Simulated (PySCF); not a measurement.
# GdN3O9 (Gd(NO3)3): the cost of one run

Method: BP86, Gd lcecp-1-SVP with ECP53, O def2-SVP, N def2-SVP; scalar-relativistic core potentials, no spin–orbit coupling; program: PySCF 2.14.0.

4 further runs of the same task are left out: 2 for a known fault of the program, 2 that didn't finish.

### 1 Where the work starts

13 atoms, charge 0, spin multiplicity 1.

Bond lengths: Gd1–O2 2.473 Å, Gd1–O3 2.473 Å, Gd1–N4 2.904 Å, Gd1–O6 2.473 Å, Gd1–O7 2.473 Å, Gd1–N8 2.904 Å, Gd1–O10 2.473 Å, Gd1–O11 2.473 Å, Gd1–N12 2.904 Å, O2–N4 1.276 Å, O3–N4 1.276 Å, N4–O5 1.220 Å, O6–N8 1.276 Å, O7–N8 1.276 Å, N8–O9 1.220 Å, O10–N12 1.276 Å, O11–N12 1.276 Å, N12–O13 1.220 Å. Angles: O2–Gd1–O3 51.8°, O2–Gd1–N4 25.9°, O2–Gd1–O6 102.3°, O2–Gd1–O7 126.5°, O2–Gd1–N8 116.7°, O2–Gd1–O10 102.3°, O2–Gd1–O11 126.5°, O2–Gd1–N12 116.7°, O3–Gd1–N4 25.9°, O3–Gd1–O6 126.5°, O3–Gd1–O7 102.3°, O3–Gd1–N8 116.7°, O3–Gd1–O10 126.5°, O3–Gd1–O11 102.3°, O3–Gd1–N12 116.7°, N4–Gd1–O6 116.7°, N4–Gd1–O7 116.7°, N4–Gd1–N8 120.0° and more.

Coordinates:

```xyz
13
GdN3O9
Gd    0.0000    0.0000    0.0000
O     2.2242    0.0000    1.0800
O     2.2242    0.0000   -1.0800
N     2.9042    0.0000    0.0000
O     4.1242    0.0000    0.0000
O    -1.1121    1.9262    1.0800
O    -1.1121    1.9262   -1.0800
N    -1.4521    2.5151    0.0000
O    -2.0621    3.5716    0.0000
O    -1.1121   -1.9262    1.0800
O    -1.1121   -1.9262   -1.0800
N    -1.4521   -2.5151    0.0000
O    -2.0621   -3.5716    0.0000
```

Formal oxidation states: Gd +3. Each metal's 7 4f electrons lie in its core potential, so multiplicities, spins and levels count the valence alone.

### 2 SCF at the start, singlet

The input, run.py (the lines that set the calculation):

```python
mol = gto.M(atom='''
Gd     0.00000     0.00000     0.00000
O      2.22420     0.00000     1.08000
O      2.22420     0.00000    -1.08000
N      2.90420     0.00000     0.00000
O      4.12420     0.00000     0.00000
O     -1.11210     1.92620     1.08000
O     -1.11210     1.92620    -1.08000
N     -1.45210     2.51510     0.00000
O     -2.06210     3.57160     0.00000
O     -1.11210    -1.92620     1.08000
O     -1.11210    -1.92620    -1.08000
N     -1.45210    -2.51510     0.00000
O     -2.06210    -3.57160     0.00000''',
    basis={'Gd': 'lcecp-1-SVP', 'O': 'def2-SVP', 'N': 'def2-SVP'},
    ecp={'Gd': 'lcecp-1-SVP'},
    charge=0, spin=0)
mf = dft.RKS(mol, xc='B88,P86')
mf.grids.atom_grid = (50, 194)  # f atoms: unpruned, at least (60, 302)
mf = mf.density_fit()  # fitting sets: Gd AutoAux, O def2-universal-JKFIT, N def2-universal-JKFIT
mf.conv_tol = 1e-08; mf.max_cycle = 55
mf.kernel(dm0)  # dm0: free metal ions and neutral atoms
```

Started as:

```bash
$ OMP_NUM_THREADS=4 python run.py
```

**Question.** How long does this run take on 4 threads of Arm Neoverse V2, shared host, and how much memory does it need?

About 9.3 s, with a peak of 1 GiB.
